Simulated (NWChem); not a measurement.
# SiNH2F2 (SMILES [NH][SiH](F)F) at 6 levels

Wanted: a comparison of 6 runs (UHF/STO-3G, UHF/def2-SVPD, UM06-2X/def2-SVPD, UPBE/def2-SVPD, UPBE0/def2-SVPD, UMP2/def2-SVPD) of SiNH2F2. 

The calculation is run with NWChem 7.3.0.

47 further runs of the same task are left out: 1 that didn't finish, 46 set aside as unsound or not needed.

## Step 1: Starting point

The species is SiNH2F2 (6 atoms), meant as a doublet with charge 0. As SMILES, `[NH][SiH](F)F`. The Si2–F3 distance was set to 2.054 Å, away from the relaxed value.

Bond lengths: N1–Si2 1.727 Å, Si2–F4 1.587 Å, N1–H5 1.021 Å, Si2–H6 1.473 Å. Angles: N1–Si2–F4 114.0°, N1–Si2–H6 109.2°, F4–Si2–H6 109.3°, Si2–N1–H5 116.5°. A long bond or contact: Si2–F3 2.054 Å.

## Step 2: A single-point energy at UHF/STO-3G (run 1)

f2h2nsi.xyz

```xyz
6

N     -0.442567     1.210628    -0.820399
Si    -0.229167    -0.035972     0.356301
F      1.578700    -0.941400    -0.004700
F     -1.325767    -1.181272     0.290701
H     -1.394967     1.365628    -1.153199
H     -0.229967     0.563028     1.701601
```

run.py

```python
from ase.io import read
from ase.calculators.nwchem import NWChem

mol = read('f2h2nsi.xyz')

calc = NWChem(
    label='f2h2nsi',
    theory='scf',
    memory='2200 mb',
    basis='STO-3G',
    basispar='spherical bse',
    scf={'nopen': '1', 'uhf': None, 'thresh': '1e-08', 'maxiter': '80'},
    task='energy',
)
mol.calc = calc

print("Total energy (eV):", round(mol.get_potential_energy(), 6))
```

On the command line:

```bash
$ export ASE_NWCHEM_COMMAND="nwchem PREFIX.nwi > PREFIX.nwo"
$ python run.py
```

The program printed:

```text
Total energy (eV): -14599.184858
```

The calculator wrote f2h2nsi.nwi:

```
title "f2h2nsi"

permanent_dir f2h2nsi

scratch_dir f2h2nsi

start f2h2nsi

geometry units angstrom nocenter noautosym noautoz
  N  -4.4256699999999999e-01 1.2106280000000000e+00 -8.2039899999999999e-01
  Si -2.2916700000000001e-01 -3.5971999999999997e-02 3.5630099999999998e-01
  F  1.5787000000000000e+00 -9.4140000000000001e-01 -4.7000000000000002e-03
  F  -1.3257669999999999e+00 -1.1812720000000001e+00 2.9070099999999999e-01
  H  -1.3949670000000001e+00 1.3656280000000001e+00 -1.1531990000000001e+00
  H  -2.2996700000000000e-01 5.6302799999999997e-01 1.7016009999999999e+00
end

memory 2200 mb

basis spherical bse noprint
   * library STO-3G
end

scf
  nopen 1
  uhf
  thresh 1e-08
  maxiter 80
end

task scf energy
```

f2h2nsi.nwo, shortened:

```text
[...]
      One electron energy =  -1073.331921111927
[... 1 line left out ...]
 Nuclear repulsion energy =    161.757795293632
[... 38 lines left out ...]
          Final beta eigenvalues
[... 178 lines left out ...]
                     UHF Final Beta Molecular Orbital Analysis
[...]
```

Run time: 4.2 s. Hardware: 1 thread of Intel Xeon Platinum 8488C (Sapphire Rapids), shared host; peak memory 0.099 GiB.

## Step 3: The energy at UHF/def2-SVPD (run 2)

run.py

```python
from ase import Atoms
from ase.calculators.nwchem import NWChem

mol = Atoms(['N', 'Si', 'F', 'F', 'H', 'H'], positions=[
    [-0.442567, 1.210628, -0.820399],
    [-0.229167, -0.035972, 0.356301],
    [1.578700, -0.941400, -0.004700],
    [-1.325767, -1.181272, 0.290701],
    [-1.394967, 1.365628, -1.153199],
    [-0.229967, 0.563028, 1.701601],
])

calc = NWChem(
    label='run',
    theory='scf',
    memory='2200 mb',
    basis='def2-SVPD',
    basispar='spherical bse',
    scf={'nopen': '1', 'uhf': None, 'thresh': '1e-08', 'maxiter': '80'},
    task='energy',
)
mol.calc = calc

e = mol.get_potential_energy()
print(f"E = {e:.6f} eV")
```

On the command line:

```bash
$ export ASE_NWCHEM_COMMAND="nwchem PREFIX.nwi > PREFIX.nwo"
$ python run.py
```

The program printed:

```text
E = -14780.613881 eV
```

The calculator wrote run.nwi:

```
title "run"

permanent_dir run

scratch_dir run

start run

geometry units angstrom nocenter noautosym noautoz
  N  -4.4256699999999999e-01 1.2106280000000000e+00 -8.2039899999999999e-01
  Si -2.2916700000000001e-01 -3.5971999999999997e-02 3.5630099999999998e-01
  F  1.5787000000000000e+00 -9.4140000000000001e-01 -4.7000000000000002e-03
  F  -1.3257669999999999e+00 -1.1812720000000001e+00 2.9070099999999999e-01
  H  -1.3949670000000001e+00 1.3656280000000001e+00 -1.1531990000000001e+00
  H  -2.2996700000000000e-01 5.6302799999999997e-01 1.7016009999999999e+00
end

memory 2200 mb

basis spherical bse noprint
   * library def2-SVPD
end

scf
  nopen 1
  uhf
  thresh 1e-08
  maxiter 80
end

task scf energy
```

run.nwo, shortened:

```text
[...]
      One electron energy =  -1076.139939491270
[... 1 line left out ...]
 Nuclear repulsion energy =    161.757795293632
[... 43 lines left out ...]
          Final beta eigenvalues
[... 314 lines left out ...]
                     UHF Final Beta Molecular Orbital Analysis
[...]
```

It took 39 s on 1 thread of Intel Xeon Platinum 8488C (Sapphire Rapids), shared host; peak memory 0.1 GiB.

Run 3 isn't shown in full; the table further down has it.

## Step 4: The energy at UPBE/def2-SVPD (run 4)

run.py

```python
from ase import Atoms
from ase.calculators.nwchem import NWChem

molecule = Atoms(['N', 'Si', 'F', 'F', 'H', 'H'], positions=[
    [-0.442567, 1.210628, -0.820399],
    [-0.229167, -0.035972, 0.356301],
    [1.578700, -0.941400, -0.004700],
    [-1.325767, -1.181272, 0.290701],
    [-1.394967, 1.365628, -1.153199],
    [-0.229967, 0.563028, 1.701601],
])

calc = NWChem(
    label='f2h2nsi',
    theory='dft',
    memory='2200 mb',
    basis='def2-SVPD',
    basispar='spherical bse',
    dft={'xc': 'xpbe96 cpbe96', 'mult': '2', 'grid': 'fine', 'convergence': 'energy 1e-08', 'iterations': '100', 'mulliken': None},
    task='energy',
)
molecule.calc = calc

e = molecule.get_potential_energy()
print(f"E = {e:.6f} eV")
```

On the command line:

```bash
$ export ASE_NWCHEM_COMMAND="nwchem PREFIX.nwi > PREFIX.nwo"
$ python run.py
```

The program printed:

```text
E = -14815.984454 eV
```

The calculator wrote f2h2nsi.nwi:

```
title "f2h2nsi"

permanent_dir f2h2nsi

scratch_dir f2h2nsi

start f2h2nsi

geometry units angstrom nocenter noautosym noautoz
  N  -4.4256699999999999e-01 1.2106280000000000e+00 -8.2039899999999999e-01
  Si -2.2916700000000001e-01 -3.5971999999999997e-02 3.5630099999999998e-01
  F  1.5787000000000000e+00 -9.4140000000000001e-01 -4.7000000000000002e-03
  F  -1.3257669999999999e+00 -1.1812720000000001e+00 2.9070099999999999e-01
  H  -1.3949670000000001e+00 1.3656280000000001e+00 -1.1531990000000001e+00
  H  -2.2996700000000000e-01 5.6302799999999997e-01 1.7016009999999999e+00
end

memory 2200 mb

basis spherical bse noprint
   * library def2-SVPD
end

dft
  xc xpbe96 cpbe96
  mult 2
  grid fine
  convergence energy 1e-08
  iterations 100
  mulliken
end

task dft energy
```

f2h2nsi.nwo:

```text
Northwest Computational Chemistry Package (NWChem) 7.3.0
             --------------------------------------------------------

           Job information
           ---------------

    nwchem branch   = 7.3.0
    use scalapack   = T
    input           = f2h2nsi.nwi
    prefix          = f2h2nsi.
    data base       = f2h2nsi/f2h2nsi.db
    status          = startup
    nproc           =        1

           Memory information
           ------------------

    heap     =     72089594 doubles =      550.0 Mbytes
    stack    =     72089599 doubles =      550.0 Mbytes
    global   =    144179200 doubles =     1100.0 Mbytes (distinct from heap & stack)
    total    =    288358393 doubles =     2200.0 Mbytes
    verify   = yes
    hardfail = no

           Directory information
           ---------------------

  0 permanent = f2h2nsi
  0 scratch   = f2h2nsi

                                NWChem Input Module
                                -------------------

                                      f2h2nsi
                                      -------

[... 27 lines left out ...]
            Nuclear Dipole moment (a.u.)
[... 62 lines left out ...]
  convergence criterion.
[... 16 lines left out ...]
          Convergence on density requested:  1.00D-05
[... 21 lines left out ...]
          Spatial weights used:  Erf1
[... 3 lines left out ...]
          Convergence aids based upon iterative change in
[... 84 lines left out ...]
         Total DFT energy =     -544.477390477989
[... 1 line left out ...]
           Coulomb energy =      418.952851694275
[... 1 line left out ...]
 Nuclear repulsion energy =      161.757795293632
[... 753 lines left out ...]
                     DFT Final Beta Molecular Orbital Analysis
[... 838 lines left out ...]
   alpha     91     92     93     94     95     96     97     98     99    100
    beta     91     92     93     94     95     96     97     98     99    100
 overlap   0.999  0.998  0.988  1.000  0.991  0.963  0.993  0.946  0.967  0.992

   alpha    101    102    103    104    105    106
    beta    101    102    103    104    105    106
 overlap   0.989  0.989  0.999  0.998  0.998  1.000

     --------------------------
     Expectation value of S2:
     --------------------------
      <S2> =      0.7528 (Exact =     0.7500)

 center of mass
 --------------
 x =  -0.21759231 y =  -0.51712968 z =   0.10293866

 moments of inertia (a.u.)
 ------------------
         280.554513199388          37.095944599805          10.434453888620
          37.095944599805         373.101833553154          71.798801173476
          10.434453888620          71.798801173476         520.830517921132

     Multipole analysis of the density
     ---------------------------------

     L   x y z        total         alpha         beta         nuclear
     -   - - -        -----         -----         ----         -------
     0   0 0 0     -0.000000    -21.000000    -20.000000     41.000000

     1   1 0 0     -1.281978      5.073572      4.330556    -10.686106
[... 8 lines of this table left out ...]
     2   0 0 2    -20.268218    -32.505021    -28.740316     40.977119

 Task  times  cpu:      177.0s     wall:      177.0s
 Total times  cpu:      177.0s     wall:      177.0s
```

It took 3 min on 1 thread of Intel Xeon Platinum 8488C (Sapphire Rapids), shared host; peak memory 0.12 GiB.

Run 5 isn't shown in full; the table further down has it.

## Step 5: A single-point energy at UMP2/def2-SVPD (run 6)

struct.nw

```
START struct
TITLE "F2H2NSi"
memory total 2200 mb
charge 0

GEOMETRY units atomic noautosym nocenter noautoz
   N  -0.83633042  2.28775536 -1.55032942
   Si -0.43306287 -0.06797723  0.67331131
   F   2.98331063 -1.77898817 -0.00888171
   F  -2.50533654 -2.23228056  0.54934527
   H  -2.63610558  2.58066291 -2.17923028
   H  -0.43457465  1.06396872  3.21555986
END

BASIS "ao basis" spherical bse
   * library def2-SVPD
END

SCF
   doublet
   uhf
   thresh 1e-08
   maxiter 80
END

MP2
   freeze core 8
   tight
END

TASK mp2 energy
```

On the command line:

```bash
$ nwchem struct.nw > struct.out
```

The program printed:

```text
[...]
  functions       =   106
[...]
  wavefunction    = UHF
[...]
         Total SCF energy =   -543.177545874711
      One electron energy =  -1076.139916242749
      Two electron energy =    371.204586715275
 Nuclear repulsion energy =    161.757783652763
                       Sz =      0.5000
                 Sz(Sz+1) =      0.7500
                      S^2 =      0.7586
[...]
          Total MP2 energy          -543.817451898553
[...]
```

Run time: 44 s. Hardware: 1 thread of Intel Xeon Platinum 8488C (Sapphire Rapids), shared host; peak memory 0.33 GiB.

## Step 6: The series

```tsv
run	level	iteration cap	module	energy (Eh)	dipole moment (D)	HOMO energy (eV)	LUMO energy (eV)	wall time
1	UHF/STO-3G	80	scf	-536.510152	1.53	-7.83	7.56	4.2 s
2	UHF/def2-SVPD	80	scf	-543.177546	4.57	-13.24	0.16	39 s
3	UM06-2X/def2-SVPD	100	dft	-544.761471	4.23	–	–	47 s
4	UPBE/def2-SVPD	100	dft	-544.477390	3.88	-7.83	-6.39	3 min
5	UPBE0/def2-SVPD	100	dft	-544.498315	4.13	-9.45	-4.92	89 s
6	UMP2/def2-SVPD	80	mp2	-543.817452	–	-13.24	0.16	44 s
```

## Step 7: Results

```
                                                         quantity          value
                                              run 6: total energy  -543.81745 Eh
run 6: HOMO energy (Hartree–Fock orbitals) (highest over α and β)      -13.24 eV
 run 6: LUMO energy (Hartree–Fock orbitals) (lowest over α and β)        0.16 eV
               run 6: correlation energy (8 core orbitals frozen)     -639.9 mEh
                         run 6: ⟨S²⟩ of the reference determinant          0.759
```

**Reading.** Over runs 1, 2, 3, 4, 5 the dipole moment (its size) runs from 1.53 D (UHF/STO-3G) to 4.57 D (UHF/def2-SVPD). Totals of different functionals can't be ranked against each other. In run 1 the basis is minimal, so the values are rough. Spin contamination of the reference: run 1 ⟨S²⟩ = 1.05. All runs together took 6.7 min, the longest 3 min.
